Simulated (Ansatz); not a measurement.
# CH3NSSi: one species, many methods

One table from this session's results is given with a row withheld; the runs are named, their logs left out.

The runs use Ansatz 0.2.0, Gaussian basis; functionals in def2-TZVPP, the program's frozen cores in correlated methods.

Plan: LDA (SPW92), PBE-D4, revPBE-D4, BLYP-D4, r2SCAN-D4, B97M-V, PBE0-D4, B3LYP-D4, r2SCANh-D4, r2SCAN0-D4, HSE06-D4, BHLYP-D4, CAM-B3LYP-D4, LC-ωPBE, ωB97X-V, ωB97M-V, B2PLYP, PBE-QIDH; CCSD(T)/def2-SVP; CCSD(T)/def2-TZVPP; MP2/def2-QZVPP; extrapolation to the limit; RPA on PBE.

## The relaxed structure

An earlier PBE0-D4 in a triple-zeta def2 set relaxation fixed the geometry.

7 atoms, charge 0, spin multiplicity 1.

Atoms are counted from 1 here; the program's logs count them from 0.

Bond lengths: N1–C2 1.250 Å, N1–H5 1.021 Å, C2–Si3 1.820 Å, C2–S4 1.826 Å, Si3–S4 2.125 Å, Si3–H6 1.479 Å, Si3–H7 1.479 Å. Angles: C2–N1–H5 113.5°, N1–C2–Si3 152.1°, N1–C2–S4 136.6°, Si3–C2–S4 71.3°, C2–Si3–S4 54.5°, C2–Si3–H6 120.4°, C2–Si3–H7 120.4°, S4–Si3–H6 118.0°, S4–Si3–H7 118.0°, H6–Si3–H7 113.2°, C2–S4–Si3 54.2°.

Set-up of the first run:

Contents of in.yaml:

```yaml
crystal:
  periodic: [false, false, false]
  atoms:
    - {symbol: N, position_ang: [-1.546987, 0.664943, -0.806510]}
    - {symbol: C, position_ang: [-0.585543, 0.080634, -0.262909]}
    - {symbol: Si, position_ang: [1.108522, 0.045324, 0.402626]}
    - {symbol: S, position_ang: [-0.237649, -1.598010, 0.365084]}
    - {symbol: H, position_ang: [-2.361060, 0.065266, -0.945087]}
    - {symbol: H, position_ang: [2.271598, 0.010310, -0.510363]}
    - {symbol: H, position_ang: [1.412320, 0.663532, 1.711459]}
basis:
  gaussian: {orbitals: def2-TZVPP}
hamiltonian: {xc: lda}
output: {orbitals: {seedname: orbitals}}
```

The run is started by

```console
$ ansatz run in.yaml --threads 2 --pin off --events-out ev --progress --plain --max-ram 4352MiB
```

Among the steps run: LDA; PBE-D4 (GGA); revPBE-D4 (GGA); BLYP-D4 (GGA); r2SCAN-D4 (meta-GGA); B97M-V (meta-GGA); PBE0-D4 (hybrid); B3LYP-D4 (hybrid); r2SCANh-D4 (hybrid); r2SCAN0-D4 (hybrid); HSE06-D4 (hybrid); BHLYP-D4 (hybrid); CAM-B3LYP-D4 (range-separated); LC-ωPBE (range-separated); ωB97X-V (range-separated); ωB97M-V (range-separated); B2PLYP (double hybrid); PBE-QIDH (double hybrid).

One table of the session follows, with a row left open; its other results are not shown here.

It belongs to the step «Orbital energies across the functionals». 

```
  functional  HOMO (eV)  gap (eV)
 LDA (SPW92)      -6.06      3.85
      PBE-D4      -5.96      3.97
   revPBE-D4      -5.92      4.00
     BLYP-D4      -5.81      4.00
   r2SCAN-D4      -6.22      4.37
      B97M-V      -6.35      4.56
     PBE0-D4      -7.19      6.16
    B3LYP-D4      -6.95      5.75
  r2SCANh-D4      -6.67      5.18
  r2SCAN0-D4      -7.35      6.40
    HSE06-D4      -6.79      5.38
    BHLYP-D4      -8.29      8.26
CAM-B3LYP-D4      -8.44      8.54
     LC-ωPBE      -9.72     10.96
     ωB97X-V          ?         ?
     ωB97M-V      -9.28     10.15
```

Estimate the missing values for ωB97X-V.

The run gave: HOMO (eV): -9.41; gap (eV): 10.54. In the column «HOMO (eV)» it lies between LC-ωPBE (-9.72) and ωB97M-V (-9.28).
